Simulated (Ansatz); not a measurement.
**AlGaNH (triplet): from Hartree-Fock to the top rungs at a displaced geometry (v1), cc-pVDZ**

The task here is to estimate one member of a computed series from the others.

Computed with Ansatz 0.2.0, Gaussian basis. Level: cc-pVDZ, core rule «outside noble gas», up to 20 orbitals frozen.

Plan: UHF; CCSD(T) on UHF; BCCD(T) on ROHF; CISD; CCSDT(Q) on UHF.

28 further runs of the same task are left out: 12 that didn't finish, 16 set aside as unsound or not needed.

### What is computed

The geometry is a PBE0/def2-TZVP stationary point (not a proven minimum) with its atoms shifted at random (size 0.040 Å). No spin-orbit coupling is included. The filled d shell of Ga may be among the frozen orbitals whatever the setting's name suggests; the logs give the count.

4 atoms, charge 0, spin multiplicity 3.

Atoms are counted from 1 here; the program's logs count them from 0.

Bond lengths: Ga1–Al2 2.603 Å, Al2–N3 1.748 Å, N3–H4 0.958 Å. Angles: Ga1–Al2–N3 166.9°, Al2–N3–H4 129.4°.

Set-up of the first run:

in.yaml reads:

```yaml
crystal:
  periodic: [false, false, false]
  atoms:
    - {symbol: Ga, position_ang: [0.002340, -0.105719, 2.992115]}
    - {symbol: Al, position_ang: [0.001511, 0.032301, 0.392518]}
    - {symbol: N, position_ang: [0.049471, -0.270101, -1.328323]}
    - {symbol: H, position_ang: [-0.053322, 0.343519, -2.056309]}
basis:
  gaussian: {orbitals: cc-pVDZ}
magnetization: {spin_polarized: true, initial_magnetization: 2}
hamiltonian: {xc: hf}
output: {orbitals: {seedname: orbitals}}
```

Launch:

```sh
$ ansatz run in.yaml --threads 1 --pin off --events-out ev --progress --plain --max-ram 2393MiB
```

Steps of the session up to this table: UHF; CCSD(T) on UHF; BCCD(T) on ROHF; CISD; CCSDT(Q) on UHF.

One table of the session follows, with a row left open; its other results are not shown here.

```
   method  from UCCSDT(Q) (kcal/mol)
     UMP2                          ?
    UCCSD                     +12.21
 UCCSD(T)                      +4.43
  BCCD(T)                      +3.52
   UCCSDT                      +1.68
UCCSDT(Q)                          0
```

Q: Estimate the row for UMP2 from the others.

As computed: from UCCSDT(Q) (kcal/mol): +41.38. In the column «from UCCSDT(Q) (kcal/mol)» it is the highest.

Not comparable, so not listed: CISD (they don't share determinant, frozen orbitals or solution with the rows shown, or repeat one).

Left out of the table: UHF (another determinant or state than the rows shown).

Caveats from the session: Warnings: spin contamination; coupled cluster took another determinant than the lowest.
